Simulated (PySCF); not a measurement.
The system is ClGeBr, in a box.

```xyz
3
Lattice="11.0000 0.0000 0.0000 0.0000 13.0000 0.0000 0.0000 0.0000 10.0000" Properties=species:S:1:pos:R:3 pbc="T T T"
Cl    6.1438    8.2509    5.4596
Ge    4.8761    6.6935    4.6084
Br    6.1499    4.7911    5.1006
```

Base run:

```yaml
Program: PySCF 2.14.0
Functional: PBE50
Potentials_or_basis: 6-31g* (all-electron)
k_mesh: 1 × 1 × 1
Occupations: fixed
Spin: no spin polarisation
```

Its results: gap between the frontier levels 6.63 eV.

Problem. After a change of settings the same cell gave: gap between the frontier levels 2.99 eV. Which change was it?
A. functional from PBE50 to TPSSh; dispersion from none to D4
B. functional from PBE50 to BHandHLYP; dispersion from none to D3
C. functional from PBE50 to PBE
D. functional from PBE50 to M06-2X

Solution. C.

PBE50 gives the wider gap, since exact exchange removes part of the self-interaction.

Caveats: this is a molecule in a periodic box at the Γ point, so its band gap is the HOMO-LUMO gap; relativity is left out, which matters for the heavier elements; the basis of atomic orbitals isn't converged, which shifts pressures, moduli and gaps.
